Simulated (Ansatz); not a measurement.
CsMgBiO3, space group R3m, cell relaxations under several functionals

Computed with Ansatz 0.2.0 through its Python package.

Script `run_lattice.py`:
```python
import ansatz as az
import numpy as np

KGRID = (4, 4, 4)
SMEARING = "fermi_dirac"
SIGMA = 0.01
FMAX = 0.005

def edges_and_angles(cell):
    cell = np.asarray(cell)
    a, b, c = np.linalg.norm(cell, axis=1)
    cosines = cell[1] @ cell[2] / (b * c), cell[0] @ cell[2] / (a * c), cell[0] @ cell[1] / (a * b)
    return (a, b, c, *np.degrees(np.arccos(cosines)))

cell = (
    az.Lattice.from_parameters(6.46103377, 6.46103377, 11.39102762, alpha=90, beta=90, gamma=120)
    .space_group(160)
    .atom("Cs", [1 / 3, 2 / 3, 0.58394832])
    .atom("Mg", [1 / 3, 2 / 3, 0.96885841])
    .atom("Bi", [1 / 3, 2 / 3, 0.23196522])
    .atom("O", [0.16971808, 0.83028192, 0.32167418])
    .primitive()
)

setup = (
    cell.calculation()
    .kpoints(*KGRID)
    .occupations(SMEARING, width=SIGMA)
    .relax(cell=True, force_tolerance=FMAX)
)

levels = [("lda", "none"), ("pbe", "d4"), ("r2scan", "none"), ("pbesol", "none")]
print("level            a       b       c    alpha   beta  gamma  V/atom  steps")
for name, dispersion in levels:
    seen = []
    run = setup.functional(name, dispersion=dispersion).session().plan()
    out = run.execute(on_event=lambda e: seen.append(e) if e["event"] == "relax_step" else None)
    cell = out.lattice.cell_ang
    label = name if dispersion == "none" else f"{name}+{dispersion}"
    print("{:13s} {:7.4f} {:7.4f} {:7.4f} {:6.2f} {:6.2f} {:6.2f}".format(label, *edges_and_angles(cell)), f"{abs(np.linalg.det(cell)) / len(out.lattice.sites):7.3f} {len(seen):5d}")
```

```console
$ python run_lattice.py
level            a       b       c    alpha   beta  gamma  V/atom  steps
DeckWarning: basis.ecutwfc = 420 eV, auto-derived from the records' recommended cutoffs: set by Cs (normal level)
lda            5.2337  5.2337  5.2337  73.72  73.72  73.72  21.482    11
pbe+d4         5.3736  5.3736  5.3736  73.28  73.28  73.28  23.122     8
DeckWarning: basis.ecutwfc = 500 eV, auto-derived from the records' recommended cutoffs: set by Cs (their level for a meta-GGA)
r2scan         5.4368  5.4368  5.4368  71.66  71.66  71.66  23.430     7
pbesol         5.3700  5.3700  5.3700  72.64  72.64  72.64  22.884    11
```
(Warnings from the package without file and line.)

From smallest to largest: LDA (21.48 Å³ an atom, -6.1 % against the start), PBEsol (22.88 Å³ an atom, +0.0 % against the start), PBE+D4 (23.12 Å³ an atom, +1.1 % against the start) and r2SCAN (23.43 Å³ an atom, +2.4 % against the start). The spread is 9.1 % in volume.

Edges and angles are those of the cell as typed, here a primitive one, not of the conventional cell. Spin-orbit coupling, which matters for elements this heavy, is left out. This cell is a computed structure, which may not be the phase found in nature. The whole script took 4.7 min on 1 thread of Arm Neoverse V1, on a shared host, peak memory 0.76 GiB.
